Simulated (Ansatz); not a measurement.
# BC7: single point, by script

What energy and properties does BC7 have at the given structure? The task is a single point, for BC7.

All numbers are computed with Ansatz 0.2.0 through its Python package. Level of theory: DFT RPBE+D4, plane waves, PAW.

## 1. The structure

The structure is triclinic, space group P1 (No. 1). Conventional cell: a = 3.562 Å, b = 3.618 Å, c = 3.655 Å, α = 91.55°, β = 90.04°, γ = 91.05°. Around B (site symmetry 1) lie 4 C at 1.56 to 1.59 Å. C (site symmetry 1) has 4 C at 1.51 to 1.60 Å as nearest neighbours. C (site symmetry 1) has 4 C at 1.54 to 1.59 Å as nearest neighbours. C (site symmetry 1) is surrounded by 4 C at 1.51 to 1.61 Å. Around C (site symmetry 1) lie 3 C at 1.51 to 1.60 Å and 1 B at 1.59 Å. Around C (site symmetry 1) lie 3 C at 1.54 to 1.59 Å and 1 B at 1.56 Å. Around C (site symmetry 1) lie 3 C at 1.55 to 1.57 Å and 1 B at 1.56 Å. C (site symmetry 1) is surrounded by 3 C at 1.51 to 1.61 Å and 1 B at 1.59 Å.

The script holds or builds the structure itself.

## 2. The script

The input, scf_bc7.py:

```python
"""Single point of BC7, atoms off their sites."""

from pathlib import Path

import ansatz as az
from ase.io.cube import read_cube_data
from ase.units import Bohr
import numpy as np

vectors = np.array([
    [3.56149, -0.03283, -0.00155],
    [-0.03283, 3.61712, -0.04929],
    [-0.00155, -0.04929, 3.65514],
])
bc7 = (
    az.Lattice.of(vectors)
    .atom("B", (0.99546, 0.99957, 0.99367))
    .atom("C", (0.99806, 0.50151, 0.50229))
    .atom("C", (0.50032, 0.50207, 0.00039))
    .atom("C", (0.49944, 0.9979, 0.4949))
    .atom("C", (0.74246, 0.75474, 0.25303))
    .atom("C", (0.75621, 0.24871, 0.74376))
    .atom("C", (0.25458, 0.74895, 0.75117))
    .atom("C", (0.24313, 0.26358, 0.25831))
)

# the calculation
setup = (
    bc7.calculation()
    .functional("rpbe", dispersion="D4")
    .basis(470)
    .kpoints(mesh=(3, 3, 3), center="gamma")
    .occupations("fermi_dirac", width=0.01)
    .scf(max_iterations=80)
    .stress()
    .density()
    .output_files(volumetric_format="cube")
)
session = setup.session()
planned = session.plan(threads=1)
done = planned.execute()
r = done.report

n_atoms = len(r["lattice"]["sites"])
print("F =", round(r["free_energy_ev"], 4), "eV for", n_atoms, "atoms")
print("E(sigma -> 0) =", round(r["energy_sigma0_ev"], 4), "eV, TS =", round(r["entropy_ts_ev"], 5), "eV")
print("closed by", r["closed_by"], "after", r["n_iterations"], "iterations")

# the stress is positive in compression
sigma = r["stress_gpa"]
voigt = [sigma[0][0], sigma[1][1], sigma[2][2], sigma[1][2], sigma[0][2], sigma[0][1]]
print("stress xx yy zz yz xz xy (GPa, compression positive):", " ".join(f"{s:.3f}" for s in voigt))
print("P =", round(10 * float(np.mean(voigt[:3])), 2), "kbar")

# cube files hold the density in electrons per cubic bohr
folder = Path(done.write_results("cubes"))
print("\n".join((folder / "rho.cube").read_text().splitlines()[: 6 + 6]))
values, cube_atoms = read_cube_data(str(folder / "rho.cube"))
print("electrons from the file:", round(values.mean() * cube_atoms.get_volume() / Bohr ** 3, 3))
```

## 3. Running it

Run with:

```console
$ python scf_bc7.py
```

Q: Predict the main results. Wanted: free energy; gap on the mesh; pressure.

The runs gave:

```
       quantity                              value
    free energy  -1924.1957 eV (-240.5245 eV/atom)
gap on the mesh                               none
       pressure                          -3.12 GPa
```

In words: The mesh shows no gap. The pressure of -3.1 GPa means that the cell would shrink if relaxed at this level. What to keep in mind:
- For a metal this mesh is coarse.
- Grid values close to the nuclei reflect the PAW or pseudopotential construction, not the all-electron fields.
- The cell is a database structure, distorted on purpose. The atoms and cell were moved off the listed structure at random before the run. Whether this is the phase that is stable at ambient conditions was not tested.
